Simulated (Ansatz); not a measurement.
# Fe (Fe, beta-Sn type): the cost of one run

Program: Ansatz 0.2.0. Level of theory: DFT m-r2SCAN, plane waves (500 eV) with PAW, scalar-relativistic; PAW files made under PBE, frozen cores solved again for the functional; m-r²SCAN is r²SCAN on the gauge-invariant kinetic-energy density. These are calculated values, not measurements.

### Step 1. The structure to begin with

It takes space group I4_1/amd (No. 141, tetragonal). The conventional cell has a = 4.491 Å, b = 4.491 Å, c = 2.452 Å, α = 90.00°, β = 90.00°, γ = 90.00°. Fe (site symmetry -4m2) has 6 Fe at 2.33 to 2.45 Å as nearest neighbours.

Structure file:

```cif
data_structure
_symmetry_space_group_name_H-M 'P 1'
_symmetry_Int_Tables_number 1
_cell_length_a 3.4042
_cell_length_b 3.4042
_cell_length_c 3.4042
_cell_angle_alpha 97.454
_cell_angle_beta 97.454
_cell_angle_gamma 137.779
_cell_volume 24.73
loop_
_atom_site_label
_atom_site_type_symbol
_atom_site_fract_x
_atom_site_fract_y
_atom_site_fract_z
_atom_site_occupancy
Fe1 Fe 0.00000 0.00000 0.00000 1
Fe2 Fe 0.75000 0.25000 0.50000 1
```

Starting moments (μB): +2.5, -2.5.

### Step 2. Relaxing cell and atoms

input.yaml

```yaml
crystal:
  lattice:
    - [-2.245591907, 2.245591907, 1.2260931812]
    - [2.245591907, -2.245591907, 1.2260931812]
    - [2.245591907, 2.245591907, -1.2260931812]
  atoms:
    - { symbol: Fe, position: [0.0, 0.0, 0.0], spin: 2.5 }
    - { symbol: Fe, position: [0.75, 0.25, 0.5], spin: -2.5 }
hamiltonian:
  xc: mr2scan
  pseudopotentials:
    kind: paw
    azcp:
      Fe: "pseudopotentials/Fe.paw.azcp"
basis:
  ecutwfc: 500
  fft_grid_basis: typed
kpoints:
  mp_grid: { grid: [14, 14, 10], shift: [0, 0, 0] }
magnetization:
  spin_polarized: true
scf:
  occupations: { method: fermi_dirac, width: 0.05 }
relax:
  max_steps: 60
  f_tol: 0.01
  cell: {}
```

Launch:

```
ansatz run input.yaml --threads 2 --pin off --max-ram 5120MiB --backend cpu --events-out ev --progress --plain --runs-dir out
```

What time and memory should one allow on 2 threads of Intel Xeon 6975P-C (Granite Rapids), shared host?

About 12 min, with a peak of 1.1 GiB.
